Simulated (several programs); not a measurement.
BiB2As (ordering on zincblende) from semi-empirical methods to plane-wave DFT

An ordered 4-atom cell of BiB2As on the zincblende lattice (P-4m2), relaxed with r2SCAN in Ansatz, was computed with several methods. Space group P-4m2 (No. 115), tetragonal; a = 3.614 Å, c = 5.173 Å in the conventional setting, 16.90 Å³ an atom. Around As lie 4 B at 2.13 Å; around B lie 2 As at 2.13 Å and 2 Bi at 2.32 Å; around Bi lie 4 B at 2.32 Å. Simulation only: spin-unpolarised, and no claim that this is the phase found in nature.

```cif
data_structure
_symmetry_space_group_name_H-M 'P-4m2'
_symmetry_Int_Tables_number 115
_cell_length_a 3.6144
_cell_length_b 3.6144
_cell_length_c 5.1734
_cell_angle_alpha 90.000
_cell_angle_beta 90.000
_cell_angle_gamma 90.000
_cell_volume 67.58
loop_
_atom_site_label
_atom_site_type_symbol
_atom_site_symmetry_multiplicity
_atom_site_Wyckoff_symbol
_atom_site_fract_x
_atom_site_fract_y
_atom_site_fract_z
_atom_site_occupancy
As1 As 1 a 0.00000 0.00000 0.00000 1
B1 B 2 g 0.00000 0.50000 0.78076 1
Bi1 Bi 1 c 0.50000 0.50000 0.50000 1
```

Gaps and times are for a single point on this cell; volume and bulk modulus come from each method's own relaxation or energy curve at fixed shape, which is too stiff where a cell has free coordinates or axes. Times are rough, from shared hosts (Arm Neoverse V1; Arm Neoverse V2), and each method has its own mesh and cell size. A double dagger marks a value from a curve with shape and coordinates held. PM6 (MOPAC), PM7 (MOPAC), GFN1-xTB (tblite), GFN2-xTB (tblite) treat a cluster of cells at its zone centre, which samples few k points: where these miss a band edge, the gap comes out too large for that reason alone. Gaps from k meshes are read at a limited set of points (mesh, symmetry points, PBE's band edges), so each method's own least gap may be somewhat smaller. xTB and the PM methods were fitted mostly to molecules, and can miss a solid's gap by electronvolts. Minimal bases can be far off for gaps. Times of the plane-wave ladder aren't listed, since it ran on unlike processors and cards. GLLB-SC's gap includes the derivative discontinuity. G0W0 is at finite bands, cutoff and mesh. d marks a direct gap, i an indirect one (no mark: not told apart), a dash a value that wasn't computed or didn't pass its checks.

| method | kind | gap (eV) | own volume (Å³/atom) | bulk modulus (GPa) | atoms computed | processor time |
| --- | --- | --- | --- | --- | --- | --- |
| light PBE (260 eV and a coarse mesh) | light plane-wave | 0.35 i | – | – | 4 | 1.7 s |
| GFN1-xTB (tblite) | tight binding | 0.77 | – | – | cluster | 2.6 s |
| GFN2-xTB (tblite) | tight binding | 0.99 | 17.07‡ | 99‡ | cluster | 5.7 s |
| PBE/SZV (CP2K) | small basis | 1.99 i | 17.85‡ | 96‡ | 4 | 7 s |
| PBE/single zeta (GPAW) | small basis | 1.16 i | – | – | 4 | 11 s |
| PBE | semilocal | 0.35 i | 17.17 | 98‡ | 4 | – |
| PM6 (MOPAC) | semi-empirical | 2.90 | – | – | cluster | 14 s |
| PBE/DZVP (CP2K) | small basis | 0.44 i | 17.35‡ | 96‡ | 4 | 16 s |
| GLLB-SC (GPAW) | model potential | 0.60 | – | – | 4 | 19 s |
| r2SCAN | semilocal | 0.49 i | 16.90 | 106‡ | 4 | – |
| PM7 (MOPAC) | semi-empirical | 4.48 | – | – | cluster | 41 s |
| PBE+SOC | semilocal | 0.16 i | – | – | 4 | – |
| G0W0@r2SCAN (140 eV screening cutoff) | many-body | 0.83 | – | – | 4 | – |
| G0W0@HSE06 (140 eV screening cutoff) | many-body | 0.95 | – | – | 4 | – |
| HSE06 | hybrid | 0.88 i | – | – | 4 | – |
| PBE0 | hybrid | 1.53 i | – | – | 4 | – |
| G0W0@PBE (210 eV screening cutoff) | many-body | 0.73 | – | – | 4 | – |

Against HSE06 (0.88 eV) and with closed or daggered gaps left aside, the nearest gap at the points sampled is that of G0W0@r2SCAN (140 eV screening cutoff) (-0.05 eV) and the farthest that of PM7 (MOPAC) (+3.60 eV). HSE06 is only a yardstick of convenience, and nearness to it can be luck.

Volumes against r2SCAN's: PBE +1.6 %.

Only the rows marked +SOC include spin-orbit coupling.
